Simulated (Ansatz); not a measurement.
# LaHg2: the cost of one run

Program: Ansatz 0.2.0. Level of theory: DFT LDA, scalar-relativistic. These are calculated values, not measurements.

**1. The structure to begin with**

The structure is hexagonal, space group P6/mmm (No. 191). The conventional cell has a = 4.958 Å, b = 4.958 Å, c = 3.640 Å, α = 90.00°, β = 90.00°, γ = 120.00°. La (site symmetry 6/mmm) is surrounded by 12 Hg at 3.39 Å and 2 La at 3.64 Å. Around Hg (site symmetry -6m2) lie 3 Hg at 2.86 Å.

Structure file:

```cif
data_structure
_symmetry_space_group_name_H-M 'P 1'
_symmetry_Int_Tables_number 1
_cell_length_a 4.9580
_cell_length_b 4.9580
_cell_length_c 3.6400
_cell_angle_alpha 90.000
_cell_angle_beta 90.000
_cell_angle_gamma 120.000
_cell_volume 77.49
loop_
_atom_site_label
_atom_site_type_symbol
_atom_site_fract_x
_atom_site_fract_y
_atom_site_fract_z
_atom_site_occupancy
La1 La 0.00000 0.00000 0.00000 1
Hg1 Hg 0.33333 0.66667 0.50000 1
Hg2 Hg 0.66667 0.33333 0.50000 1
```

Atoms are numbered in the order of the input: La1, Hg2, Hg3.

**2. The deformed structure**

Space group P6/mmm before, P6/mmm after.

**3. LAPW, all electrons**

File input.yaml:

```yaml
crystal:
  lattice:
    - [5.0571582545, 0.0, 0.0]
    - [-2.5285791273, 4.3796275194, 0.0]
    - [0.0, 0.0, 3.64]
  atoms:
    - { symbol: La, position: [0.0, 0.0, 0.0] }
    - { symbol: Hg, position: [0.3333333333, 0.6666666667, 0.5] }
    - { symbol: Hg, position: [0.6666666667, 0.3333333333, 0.5] }
kpoints:
  mp_grid: { grid: [8, 8, 9] }
  band_path:
    path:
      - [0.0, 0.0, 0.0]
      - [0.5, 0.0, 0.0]
      - [0.3333333333, 0.3333333333, 0.0]
      - [0.0, 0.0, 0.0]
      - [0.0, 0.0, 0.5]
      - [0.5, 0.0, 0.5]
      - [0.3333333333, 0.3333333333, 0.5]
      - [0.0, 0.0, 0.5]
      - [0.5, 0.0, 0.5]
    npoints: 5
scf:
  occupations: { method: fermi_dirac, width: 0.08 }
hamiltonian:
  xc: lda
  pseudopotentials: { kind: all_electron, lapw: { basis_error: 0.001 } }
output:
  forces: true
  stress: true
  eigenvalues: true
```

Started as:

```sh
ansatz run input.yaml --threads 1 --pin off --max-ram 4096MiB --backend cpu --events-out ev --progress --plain --runs-dir out
```

**Question.** How long does this run take on 1 thread of Arm Neoverse V2, shared host, and how much memory does it need?

About 68 s, with a peak of 0.58 GiB.
